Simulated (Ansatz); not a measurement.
# C2H4FGaO: up Jacob's ladder to CCSD(T)

An exercise on one series of results from a longer session: the logs are not shown, and one member is left open.

The runs use Ansatz 0.2.0, Gaussian basis; functionals in def2-TZVPP, the program's frozen cores in correlated methods.

Levels to be run: PBE-D4, r2SCAN-D4, PBE0-D4, B3LYP-D4, ωB97X-V, ωB97M-V, B2PLYP; CCSD(T)/def2-TZVPP; MP2/def2-QZVPP; extrapolation to the limit.

## Structure used throughout

The geometry comes from an earlier relaxation with PBE0-D4 in a triple-zeta def2 set; it is a stationary point, not always the lowest conformer.

9 atoms, charge 0, spin multiplicity 1.

Atoms are counted from 1 here; the program's logs count them from 0.

Bond lengths: F1–C2 1.398 Å, C2–C4 1.506 Å, C2–H6 1.093 Å, C2–H7 1.093 Å, Ga3–O5 1.834 Å, C4–O5 1.389 Å, C4–H8 1.100 Å, C4–H9 1.100 Å. Angles: F1–C2–C4 108.9°, F1–C2–H6 106.8°, F1–C2–H7 107.6°, C4–C2–H6 111.2°, C4–C2–H7 111.9°, H6–C2–H7 110.2°, C2–C4–O5 111.6°, C2–C4–H8 108.9°, C2–C4–H9 107.6°, O5–C4–H8 111.3°, O5–C4–H9 110.5°, H8–C4–H9 106.8°, Ga3–O5–C4 129.8°.

As a file:

```xyz
9
charge 0, multiplicity 1
F     0.1675    0.4271   -1.5856
C     0.1276    0.8637   -0.2578
Ga    1.0009   -2.2168   -1.0535
C    -0.3919   -0.2530    0.6083
O     0.3683   -1.4071    0.4655
H     1.1506    1.1348    0.0172
H    -0.5188    1.7447   -0.2197
H    -1.4474   -0.4367    0.3577
H    -0.3682    0.0969    1.6508
```

The first run:

in.yaml

```yaml
crystal:
  periodic: [false, false, false]
  atoms:
    - {symbol: F, position_ang: [0.167498, 0.427094, -1.585628]}
    - {symbol: C, position_ang: [0.127586, 0.863734, -0.257823]}
    - {symbol: Ga, position_ang: [1.000900, -2.216811, -1.053517]}
    - {symbol: C, position_ang: [-0.391909, -0.252972, 0.608339]}
    - {symbol: O, position_ang: [0.368269, -1.407059, 0.465537]}
    - {symbol: H, position_ang: [1.150602, 1.134761, 0.017167]}
    - {symbol: H, position_ang: [-0.518757, 1.744694, -0.219654]}
    - {symbol: H, position_ang: [-1.447400, -0.436730, 0.357662]}
    - {symbol: H, position_ang: [-0.368188, 0.096889, 1.650817]}
basis:
  gaussian: {orbitals: def2-TZVPP}
hamiltonian: {xc: pbe, dispersion: d4}
output: {forces: true, orbitals: {seedname: orbitals}}
```

On the command line:

```sh
$ ansatz run in.yaml --threads 4 --pin off --events-out ev --progress --plain --max-ram 10444MiB
```

Steps of the session up to this table: PBE-D4 (GGA); r2SCAN-D4 (meta-GGA); PBE0-D4 (hybrid); B3LYP-D4 (hybrid); ωB97X-V (range-separated); ωB97M-V (range-separated); B2PLYP (double hybrid); CCSD(T) in def2-TZVPP; MP2 in def2-QZVPP.

One table of the session follows, with a row left open; its other results are not shown here.

| method | atomisation energy (kcal/mol) |
| --- | --- |
| PBE-D4 | 831.8 |
| r2SCAN-D4 | 810.8 |
| PBE0-D4 | ? |
| B3LYP-D4 | 806.8 |
| ωB97X-V | 809.9 |
| ωB97M-V | 809.7 |
| B2PLYP | 799.7 |
| HF/def2-TZVPP | 571.6 |
| MP2/def2-TZVPP | 808.3 |
| CCSD/def2-TZVPP | 773.8 |
| CCSD(T)/def2-TZVPP | 788.0 |
| MP2/CBS | 830.1 |
| CCSD(T)/CBS | 809.7 |

Q: Estimate the row for PBE0-D4 from the others.

**Answer.** atomisation energy (kcal/mol): 809.3. In the column «atomisation energy (kcal/mol)» it lies between MP2/def2-TZVPP (808.3) and ωB97M-V (809.7).

Among the levels timed on like hardware and quicker than the yardstick, those that no quicker one beats, quickest first: PBE0-D4 (1.9 s, -0.4 kcal/mol); ωB97X-V (4.2 s, +0.2 kcal/mol); ωB97M-V (6 s, 0.0 kcal/mol).

B2PLYP carry no dispersion term (for B3LYP, D4 adds 7.4 kcal/mol).
